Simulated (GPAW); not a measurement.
A calculation with GPAW 26.7.0 of GaF (ASE script, structure typed inline):

Contents of run.py:

```python
from ase import Atoms
from ase.dft.bandgap import bandgap
from ase.io import write
from ase.units import GPa
from gpaw import GPAW, PW

atoms = Atoms(['Ga', 'F'],
              cell=[[3.16592, 0.0, 0.0],
                    [0.0, 3.16592, 0.0],
                    [0.0, 0.0, 3.16592]],
              scaled_positions=[[0.0, 0.0, 0.0],
                                [0.5, 0.5, 0.5]],
              pbc=True)

calc = GPAW(mode=PW(800),
            xc='PBE',
            kpts={'size': (8, 8, 8), 'gamma': True},
            occupations={'name': 'fermi-dirac', 'width': 0.05},
            nbands=13,
            convergence={'density': 1e-05, 'energy': 1e-05},
            maxiter=150,
            txt='gpaw.txt')
atoms.calc = calc
energy = atoms.get_potential_energy()
forces = atoms.get_forces()
stress = atoms.get_stress()
calc.write('gs.gpw')
write('result.traj', atoms)
print(f'Energy: {energy:.6f} eV')
print('Forces (eV/A):')
print(forces.round(4))
print('Stress (GPa):', (stress / GPa).round(3))
print('Fermi level:', round(calc.get_fermi_level(), 4), 'eV')
print(f'Gap: {bandgap(calc)[0]:.4f} eV, direct: {bandgap(calc, direct=True)[0]:.4f} eV')
```

Potentials or basis: GPAW PAW data sets (gpaw-data 1.2.1), pw.

Command:

```sh
$ OMP_NUM_THREADS=1 python run.py
```

The cell was built by a generator and needn't be a form met in nature.

Problem. Write the same calculation in another form: cli, structure from a POSCAR.

Solution. As run:

File POSCAR:

```
GaF
1.0
    3.1659200000      0.0000000000      0.0000000000
    0.0000000000      3.1659200000      0.0000000000
    0.0000000000      0.0000000000      3.1659200000
Ga F
1 1
Direct
    0.0000000000      0.0000000000      0.0000000000
    0.5000000000      0.5000000000      0.5000000000
```

Potentials or basis: GPAW PAW data sets (gpaw-data 1.2.1), pw.

Run with:

```console
$ OMP_NUM_THREADS=1 gpaw run POSCAR -p 'mode=PW(800),xc=PBE,kpts={size:(8,8,8),gamma:True},occupations={name:fermi-dirac,width:0.05},nbands=13,convergence={density:1e-05,energy:1e-05},maxiter=150,txt=gpaw.txt' --properties efs -w gs.gpw
```

Both were run:

|  | ASE script, structure typed inline | cli, structure from a POSCAR |
| --- | --- | --- |
| Pressure | -1.7 GPa | -1.7 GPa |
| Band gap on the k mesh | 0.34 eV, indirect (least direct gap 1.12 eV) | 0.34 eV, indirect (least direct gap 1.12 eV) |

Keys that steer only the numerical path or the files written may differ.
